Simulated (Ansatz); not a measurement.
AgAu3:

```
Au Ag
1.0
     4.12163    0.00000    0.00000
     0.00000    4.12163    0.00000
     0.00000    0.00000    4.12163
Au Ag
3 1
Direct
  0.00000 0.00000 0.50000
  0.00000 0.50000 0.00000
  0.50000 0.00000 0.00000
  0.50000 0.50000 0.50000
```

The cell comes from a database or a generator and needn't be the stable form of this composition.

Base run:

- Program: Ansatz 0.2.0
- Functional: LDA
- Potentials or basis: all-electron LAPW, scalar-relativistic
- Cutoff: 225 eV (chosen from the basis error)
- Basis error allowed: 0.002 eV/atom
- k mesh: 7 × 7 × 7
- Occupations: fermi-dirac, width 0.05 eV
- Spin: no spin polarisation

Its results: pressure -9.9 GPa.

The run is repeated on the same cell with these changes: functional from LDA to PBEsol. What comes out?

Pressure -5.4 GPa.

PBEsol binds less tightly than LDA, so the same cell stands under more pressure.
